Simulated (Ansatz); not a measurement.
# Na16H: the cost of one run

Method: DFT PBE, plane waves, PAW, scalar-relativistic, no spin polarisation, in Ansatz 0.2.0.

## (1) The structure to begin with

The cell holds 17 atoms (HNa16): a = 8.460 Å, b = 8.460 Å, c = 8.460 Å, α = 90.00°, β = 90.00°, γ = 90.00°.

Coordinates:

```xyz
17
Lattice="8.4600 0.0000 0.0000 0.0000 8.4600 0.0000 0.0000 0.0000 8.4600" Properties=species:S:1:pos:R:3 pbc="T T T"
Na    0.0000    0.0000    0.0000
Na    4.2300    0.0000    0.0000
Na    0.0000    4.2300    0.0000
Na    0.0000    0.0000    4.2300
Na    2.1150    2.1150    2.1150
Na    4.2300    4.2300    0.0000
Na    4.2300    0.0000    4.2300
Na    6.3450    2.1150    2.1150
Na    0.0000    4.2300    4.2300
Na    2.1150    6.3450    2.1150
Na    2.1150    2.1150    6.3450
Na    4.2300    4.2300    4.2300
Na    6.3450    6.3450    2.1150
Na    6.3450    2.1150    6.3450
Na    2.1150    6.3450    6.3450
Na    6.3450    6.3450    6.3450
H     7.4120    4.1378    6.4036
```

## (2) Relaxing the start

Contents of input.yaml:

```yaml
crystal:
  lattice:
    - [8.46, 0.0, 0.0]
    - [0.0, 8.46, 0.0]
    - [0.0, 0.0, 8.46]
  atoms:
    - { symbol: Na, position: [0.0, 0.0, 0.0] }
    - { symbol: Na, position: [0.5, 0.0, 0.0] }
    - { symbol: Na, position: [0.0, 0.5, 0.0] }
    - { symbol: Na, position: [0.0, 0.0, 0.5] }
    - { symbol: Na, position: [0.25, 0.25, 0.25] }
    - { symbol: Na, position: [0.5, 0.5, 0.0] }
    - { symbol: Na, position: [0.5, 0.0, 0.5] }
    - { symbol: Na, position: [0.75, 0.25, 0.25] }
    - { symbol: Na, position: [0.0, 0.5, 0.5] }
    - { symbol: Na, position: [0.25, 0.75, 0.25] }
    - { symbol: Na, position: [0.25, 0.25, 0.75] }
    - { symbol: Na, position: [0.5, 0.5, 0.5] }
    - { symbol: Na, position: [0.75, 0.75, 0.25] }
    - { symbol: Na, position: [0.75, 0.25, 0.75] }
    - { symbol: Na, position: [0.25, 0.75, 0.75] }
    - { symbol: Na, position: [0.75, 0.75, 0.75] }
    - { symbol: H, position: [0.876122, 0.4890975, 0.7569237] }
basis:
  ecutwfc: 420.0
kpoints:
  mp_grid: { grid: [2, 2, 2] }
hamiltonian:
  xc: pbe
scf:
  occupations: { method: fermi_dirac, width: 0.05 }
  lower_state_search: "off"
relax:
  f_tol: 0.08
  max_steps: 25
  adjacent_minimum: "off"
```

Run with:

```bash
$ ansatz run input.yaml --threads 2 --pin off --max-ram 5120MiB --backend cpu --events-out ev --progress --plain --runs-dir out
```

Q: Estimate wall time and peak memory on 2 threads of AMD EPYC 7B13 (Zen 3), shared host.

About 19 s, with a peak of 1 GiB.
